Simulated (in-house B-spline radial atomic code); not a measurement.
**Pb⁺: binding energies from hole states**

How tightly is each shell of Pb⁺ bound, and how much do the other electrons relax when one leaves?

Program: in-house B-spline radial atomic code version 1. Level of theory: Dirac-Hartree-Fock, average of configuration, Fermi nucleus, basis-set limit. These are calculated values, not measurements, unless marked.

### Step 1. The atom as given

| Property | Result |
| --- | --- |
| element | lead (Z = 82) |
| charge | +1 |
| electrons | 81 |
| configuration | [Xe] 4f14 5d10 6s2 6p1 |
| Hamiltonian | Dirac-Coulomb |
| nucleus | Fermi, rms radius 5.501 fm |

The outer shells:

[Xe] 4f14 5d10 6s2 6p1
```
[Xe] core
4f [↑↓][↑↓][↑↓][↑↓][↑↓][↑↓][↑↓]
5d [↑↓][↑↓][↑↓][↑↓][↑↓]
6s [↑↓]
6p [↑ ][  ][  ]
```

The boxes draw the filling by Hund's rule, which heavy ions in jj coupling don't follow; these runs average over all states of the configuration.

Settings, as recorded:

```ini
Z = 82
electrons = 81.0
configuration = [Xe] 4f14 5d10 6s2 6p1
hamiltonian = dirac
method = hf
spin_polarised = False
nucleus = fermi
rms_radius = 5.5012
mass_number = 208
atomic_mass = 207.976652005
speed_of_light = 137.035999084
```

This reference run was done before. Its total energy is -20913.476575 hartree, and its levels are (the highest eight at most):

```
orbital  occupation  energy (eV)  <r> (bohr)
  4f7/2           8      -163.95      0.4551
  5p1/2           2      -128.53      0.9248
  5p3/2           4      -105.51       1.011
  5d3/2           4      -38.685       1.260
  5d5/2           6      -35.899       1.307
  6s1/2           2      -22.340       2.311
  6p1/2    0.333333      -14.574       2.833
  6p3/2    0.666667      -12.816       3.141
```

### Step 2. The 3d5/2 hole

In configurations, a minus sign after the shell means j = l − 1/2 and a plus sign j = l + 1/2; the count of electrons follows.

Settings, as recorded:

```ini
Z = 82
electrons = 80.0
configuration = 1s2 2s2 2p6 3s2 3p6 3d-4 3d+5 4s2 4p6 4d10 4f14 5s2 5p6 5d10 6s2 6p1
hamiltonian = dirac
method = hf
spin_polarised = False
nucleus = fermi
rms_radius = 5.5012
mass_number = 208
atomic_mass = 207.976652005
speed_of_light = 137.035999084
```

### Step 3. The 4s hole

Settings, as recorded:

```ini
Z = 82
electrons = 80.0
configuration = 1s2 2s2 2p6 3s2 3p6 3d10 4s1 4p6 4d10 4f14 5s2 5p6 5d10 6s2 6p1
hamiltonian = dirac
method = hf
spin_polarised = False
nucleus = fermi
rms_radius = 5.5012
mass_number = 208
atomic_mass = 207.976652005
speed_of_light = 137.035999084
```

### Step 4. The 4p1/2 hole

Settings, as recorded:

```ini
Z = 82
electrons = 80.0
configuration = 1s2 2s2 2p6 3s2 3p6 3d10 4s2 4p-1 4p+4 4d10 4f14 5s2 5p6 5d10 6s2 6p1
hamiltonian = dirac
method = hf
spin_polarised = False
nucleus = fermi
rms_radius = 5.5012
mass_number = 208
atomic_mass = 207.976652005
speed_of_light = 137.035999084
```

### Step 5. The 4p3/2 hole

Settings, as recorded:

```ini
Z = 82
electrons = 80.0
configuration = 1s2 2s2 2p6 3s2 3p6 3d10 4s2 4p-2 4p+3 4d10 4f14 5s2 5p6 5d10 6s2 6p1
hamiltonian = dirac
method = hf
spin_polarised = False
nucleus = fermi
rms_radius = 5.5012
mass_number = 208
atomic_mass = 207.976652005
speed_of_light = 137.035999084
```

### Step 6. The 4d3/2 hole

Settings, as recorded:

```ini
Z = 82
electrons = 80.0
configuration = 1s2 2s2 2p6 3s2 3p6 3d10 4s2 4p6 4d-3 4d+6 4f14 5s2 5p6 5d10 6s2 6p1
hamiltonian = dirac
method = hf
spin_polarised = False
nucleus = fermi
rms_radius = 5.5012
mass_number = 208
atomic_mass = 207.976652005
speed_of_light = 137.035999084
```

### Step 7. The 4d5/2 hole

Settings, as recorded:

```ini
Z = 82
electrons = 80.0
configuration = 1s2 2s2 2p6 3s2 3p6 3d10 4s2 4p6 4d-4 4d+5 4f14 5s2 5p6 5d10 6s2 6p1
hamiltonian = dirac
method = hf
spin_polarised = False
nucleus = fermi
rms_radius = 5.5012
mass_number = 208
atomic_mass = 207.976652005
speed_of_light = 137.035999084
```

### Step 8. The 4f5/2 hole

Settings, as recorded:

```ini
Z = 82
electrons = 80.0
configuration = 1s2 2s2 2p6 3s2 3p6 3d10 4s2 4p6 4d10 4f-5 4f+8 5s2 5p6 5d10 6s2 6p1
hamiltonian = dirac
method = hf
spin_polarised = False
nucleus = fermi
rms_radius = 5.5012
mass_number = 208
atomic_mass = 207.976652005
speed_of_light = 137.035999084
```

### Step 9. The 4f7/2 hole

Settings, as recorded:

```ini
Z = 82
electrons = 80.0
configuration = 1s2 2s2 2p6 3s2 3p6 3d10 4s2 4p6 4d10 4f-6 4f+7 5s2 5p6 5d10 6s2 6p1
hamiltonian = dirac
method = hf
spin_polarised = False
nucleus = fermi
rms_radius = 5.5012
mass_number = 208
atomic_mass = 207.976652005
speed_of_light = 137.035999084
```

**Question.** What does each hole state cost in eV, and how does that compare with the orbital energies or single holes?

**Answer**, as computed:

| hole | ΔSCF (eV) | with Breit, QED, recoil (eV) | −ε of the parent (eV) | −ε less ΔSCF (eV) |
| --- | --- | --- | --- | --- |
| 3d5/2 | 2503.44 | 2500.28 | 2537.57 | 34.13 |
| 4s | 918.12 | 915.12 | 932.53 | 14.41 |
| 4p1/2 | 788.20 | 785.58 | 802.61 | 14.41 |
| 4p3/2 | 666.66 | 665.36 | 679.74 | 13.08 |
| 4d3/2 | 455.09 | 454.51 | 468.10 | 13.01 |
| 4d5/2 | 432.30 | 432.08 | 444.89 | 12.59 |
| 4f5/2 | 156.60 | 156.86 | 169.17 | 12.58 |
| 4f7/2 | 151.60 | 152.01 | 163.95 | 12.35 |

**Reading.** Relaxation of the remaining electrons brings each binding energy under −ε, by 34.1 eV for 3d5/2 and 12.35 eV for 4f7/2. The spin-orbit splitting of the 4f hole is 4.85 eV with those corrections. Two partly filled shells share a symmetry and can mix in the average, which may lower the energy, in these hole states: 4p1/2; 4p3/2. Values are for the free ion, measured from the vacuum level.
